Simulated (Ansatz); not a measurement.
**Cl₃GeHS: small, medium and large basis sets**

An exercise on one series of results from a longer session: the logs are not shown, and one member is left open.

Program: Ansatz 0.2.0, Gaussian basis. Level of theory: one geometry, several basis sets. These are calculated values, not measurements.

The runs, in order: PBE0-D4/def2-SVP; ωB97M-V/def2-SVP; PBE0-D4/def2-QZVPP; ωB97M-V/def2-QZVPP; the functionals' def2-TZVPP values are taken from earlier runs.

### The relaxed structure

An earlier PBE0-D4 in a triple-zeta def2 set relaxation fixed the geometry.

SMILES `[SH][Ge]([Cl])([Cl])[Cl]`, 6 atoms, charge 0, spin multiplicity 1.

Atoms are counted from 1 here; the program's logs count them from 0.

Bond lengths: S1–Ge2 2.188 Å, S1–H6 1.346 Å, Ge2–Cl3 2.123 Å, Ge2–Cl4 2.129 Å, Ge2–Cl5 2.129 Å. Angles: Ge2–S1–H6 92.3°, S1–Ge2–Cl3 107.1°, S1–Ge2–Cl4 112.4°, S1–Ge2–Cl5 112.3°, Cl3–Ge2–Cl4 109.1°, Cl3–Ge2–Cl5 109.1°, Cl4–Ge2–Cl5 106.7°.

The first run:

Input file in.yaml:

```yaml
crystal:
  periodic: [false, false, false]
  atoms:
    - {symbol: S, position_ang: [-1.043238, 0.605771, 1.367396]}
    - {symbol: Ge, position_ang: [0.338880, -0.255084, -0.094452]}
    - {symbol: Cl, position_ang: [1.722606, -1.452344, 0.981909]}
    - {symbol: Cl, position_ang: [-0.655234, -1.466785, -1.536038]}
    - {symbol: Cl, position_ang: [1.403020, 1.236867, -1.179041]}
    - {symbol: H, position_ang: [-1.724033, 1.267577, 0.414026]}
basis:
  gaussian: {orbitals: def2-SVP}
hamiltonian: {xc: pbe0, dispersion: d4}
output: {orbitals: {seedname: orbitals}}
```

Launch:

```console
$ ansatz run in.yaml --threads 4 --pin off --events-out ev --progress --plain --max-ram 10444MiB
```

Steps of the session up to this table: PBE0-D4 in def2-SVP; ωB97M-V in def2-SVP; PBE0-D4 in def2-QZVPP; ωB97M-V in def2-QZVPP.

One table of the session follows, with a row left open; its other results are not shown here.

It belongs to the step «Functionals by basis». 

```
functional       basis  HOMO (eV)  LUMO (eV)
   PBE0-D4    def2-SVP      -8.26      -1.74
   PBE0-D4  def2-TZVPP      -8.37      -1.98
   PBE0-D4  def2-QZVPP      -8.39      -2.06
   ωB97M-V    def2-SVP     -10.42       0.44
   ωB97M-V  def2-TZVPP     -10.57       0.07
   ωB97M-V  def2-QZVPP          ?          ?
```

**Question.** Estimate the row for ωB97M-V, def2-QZVPP.

**Answer.** HOMO (eV): -10.61; LUMO (eV): -0.06. In the column «HOMO (eV)» it is the lowest.
